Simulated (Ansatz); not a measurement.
# CH5ClInN: one species, many methods

How much do the methods differ for CH5ClInN? The plan is to run it at one geometry with functionals of several rungs and with coupled cluster. The yardstick is the atomisation energy at the CCSD(T) limit.

Program: Ansatz 0.2.0, Gaussian basis. Level of theory: functionals in def2-TZVPP, the program's frozen cores in correlated methods. These are calculated values, not measurements.

Plan: LDA (SPW92), PBE-D4, revPBE-D4, BLYP-D4, r2SCAN-D4, B97M-V, PBE0-D4, B3LYP-D4, r2SCANh-D4, r2SCAN0-D4, HSE06-D4, BHLYP-D4, CAM-B3LYP-D4, LC-ωPBE, ωB97X-V, ωB97M-V, B2PLYP, PBE-QIDH; CCSD(T)/def2-SVP; CCSD(T)/def2-TZVPP; MP2/def2-QZVPP; extrapolation to the limit; RPA on PBE.

## (1) The relaxed structure

All runs share one geometry, relaxed beforehand with PBE0-D4 in a triple-zeta def2 set. In takes the def2 core potential; no spin-orbit term is included.

SMILES `C[NH][InH][Cl]`, 9 atoms, charge 0, spin multiplicity 1.

Atoms are counted from 1 here; the program's logs count them from 0.

Bond lengths: C1–N2 1.445 Å, C1–H5 1.097 Å, C1–H6 1.092 Å, C1–H7 1.097 Å, N2–In3 1.988 Å, N2–H8 1.007 Å, In3–Cl4 2.341 Å, In3–H9 1.692 Å. Angles: N2–C1–H5 112.2°, N2–C1–H6 109.9°, N2–C1–H7 112.1°, H5–C1–H6 107.3°, H5–C1–H7 107.8°, H6–C1–H7 107.3°, C1–N2–In3 126.8°, C1–N2–H8 113.6°, In3–N2–H8 119.6°, N2–In3–Cl4 108.7°, N2–In3–H9 131.4°, Cl4–In3–H9 119.8°.

## (2) LDA

This LDA is Slater exchange with PW92 correlation.

in.yaml reads:

```yaml
crystal:
  periodic: [false, false, false]
  atoms:
    - {symbol: C, position_ang: [0.674218, 0.508034, -1.025377]}
    - {symbol: N, position_ang: [0.658102, -0.131229, 0.270691]}
    - {symbol: In, position_ang: [-0.947045, -0.653778, 1.321458]}
    - {symbol: Cl, position_ang: [-2.862209, -0.068501, 0.109856]}
    - {symbol: H, position_ang: [1.180302, -0.103758, -1.782617]}
    - {symbol: H, position_ang: [-0.347924, 0.672808, -1.371900]}
    - {symbol: H, position_ang: [1.170641, 1.486140, -0.997919]}
    - {symbol: H, position_ang: [1.576195, -0.310832, 0.643631]}
    - {symbol: H, position_ang: [-1.102282, -1.398894, 2.832177]}
basis:
  gaussian: {orbitals: def2-TZVPP}
hamiltonian: {xc: lda}
output: {orbitals: {seedname: orbitals}}
```

Launch:

```sh
$ ansatz run in.yaml --threads 4 --pin off --events-out ev --progress --plain --max-ram 10444MiB
```

The runs that follow: PBE-D4 (GGA); revPBE-D4 (GGA); BLYP-D4 (GGA); r2SCAN-D4 (meta-GGA); B97M-V (meta-GGA); B3LYP-D4 (hybrid); r2SCANh-D4 (hybrid); r2SCAN0-D4 (hybrid); HSE06-D4 (hybrid); BHLYP-D4 (hybrid); CAM-B3LYP-D4 (range-separated); LC-ωPBE (range-separated); ωB97X-V (range-separated); ωB97M-V (range-separated); B2PLYP (double hybrid); PBE-QIDH (double hybrid); CCSD(T) in def2-SVP; CCSD(T) in def2-TZVPP; MP2 in def2-QZVPP; RPA on PBE orbitals.

Q: Predict the results of all the runs planned. Wanted: atomisation energy, CCSD(T)/CBS; farthest beyond LDA; mean size of error, GGA; mean size of error, meta-GGA; mean size of error, hybrid; mean size of error, range-separated; mean size of error, double hybrid; gap, smallest and largest; T1 diagnostic.

As calculated:

| quantity | value |
| --- | --- |
| atomisation energy, CCSD(T)/CBS | 2825.9 kJ/mol |
| functionals within 28.3 kJ/mol (1.0 %) | r2SCAN-D4, B97M-V, PBE0-D4, B3LYP-D4, HSE06-D4, CAM-B3LYP-D4, LC-ωPBE, ωB97X-V, ωB97M-V |
| farthest beyond LDA | BHLYP-D4 (-99.9 kJ/mol) |
| mean size of error, GGA | 37.7 kJ/mol |
| mean size of error, meta-GGA | 8.9 kJ/mol |
| mean size of error, hybrid | 42.3 kJ/mol |
| mean size of error, range-separated | 7.3 kJ/mol |
| mean size of error, double hybrid | 46.9 kJ/mol |
| gap, smallest and largest | 3.61 eV (LDA (SPW92)), 10.20 eV (LC-ωPBE) |
| T1 diagnostic | 0.0146 |
| triples share of the correlation energy | 3.6 % |

**Reading.** The LDA atomisation energy is off by 402.1 kJ/mol (14 %): it overbinds. PBE-D4 misses by +28.3 kJ/mol. Double hybrids carry the basis error of their MP2 part in triple zeta, and no dispersion term here, so their miss is partly the set-up's. The rungs range-separated, meta-GGA miss on average by less than the doubt on the reference (28.3 kJ/mol), so they tie. Misses under about 28.3 kJ/mol are within the doubt on the reference itself, which lacks core-valence correlation, spin-orbit coupling and higher excitations, and its outer-core shells are covered unevenly. All levels share the lack of spin-orbit coupling, which lowers the free heavy atoms and so the true binding. Hartree-Fock recovers 70 % of the binding; the rest is correlation. CCSD(T) in def2-SVP is off by -196.3 kJ/mol, which most functionals beat. Orbital gaps span 3.6 to 10.2 eV; exact exchange widens them. Correlated methods include outer-core shells of In, which these sets cover unevenly.
